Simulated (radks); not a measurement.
# Kr²⁺ in [Ar] 3d10 4s2 4p4: an all-electron calculation

The task here is to estimate one member of a computed series from the others.

Method: scalar-relativistic Kohn-Sham, exchange-only LDA, spin-polarised, spherical densities, point nucleus; open shells are filled with parallel spins first. Code: radks (a radial shooting solver on a logarithmic mesh, Libxc functionals) version 1.

### The system

```
element       : krypton (Z = 36)
charge        : +2
electrons     : 34
configuration : [Ar] 3d10 4s2 4p4
```

The outer shells:

Kr²⁺
```
[Ar] core
3d [↑↓][↑↓][↑↓][↑↓][↑↓]
4s [↑↓]
4p [↑↓][↑ ][↑ ]
```

Set-up of the first run:

Input:

```text
Z 36
configuration [Ar] 3d10 4s2 4p4
relativity scalar-relativistic
functional lda,
spin polarised
nucleus point
c 137.035999084
```

Command:

```console
$ python run_ks.py task.json out
```

The same process makes all the runs of this session.

Steps of the session up to this table: Self-consistent calculation.

One table of the session follows, with a row left open; its other results are not shown here.

It belongs to the step «Radial structure». From the orbitals of this run (lengths in bohr):

| level | <r> | outermost maximum (interpolated) | 90 % within | nodes |
| --- | --- | --- | --- | --- |
| 1s up | 0.04154 | 0.0271 | 0.0743 | 0 |
| 1s down | 0.04154 | 0.0271 | 0.0743 | 0 |
| 2s up | 0.1838 | 0.154 | 0.284 | 1 |
| 2s down | 0.1838 | 0.154 | 0.284 | 1 |
| 2p up | 0.1602 | 0.123 | 0.261 | 0 |
| 2p down | 0.1602 | 0.123 | 0.261 | 0 |
| 3s up | 0.5315 | 0.468 | 0.791 | 2 |
| 3s down | 0.5313 | 0.468 | 0.790 | 2 |
| 3p up | 0.5415 | 0.463 | 0.826 | 1 |
| 3p down | 0.5410 | 0.463 | 0.825 | 1 |
| 3d up | 0.5565 | 0.410 | 0.913 | 0 |
| 3d down | 0.5545 | 0.410 | 0.908 | 0 |
| 4s up | 1.503 | 1.32 | 2.21 | 3 |
| 4s down | 1.503 | 1.31 | 2.21 | 3 |
| 4p up | ? | ? | ? | ? |
| 4p down | 1.755 | 1.48 | 2.64 | 2 |

Q: Estimate the row for 4p up from the others.

**Answer.** <r>: 1.739; outermost maximum (interpolated): 1.48; 90 % within: 2.60; nodes: 2. In the column «<r>» it lies between 4s down (1.503) and 4p down (1.755).

Limits of these values: Open shells are spherical and high-spin; term and fine-structure splittings are not resolved.
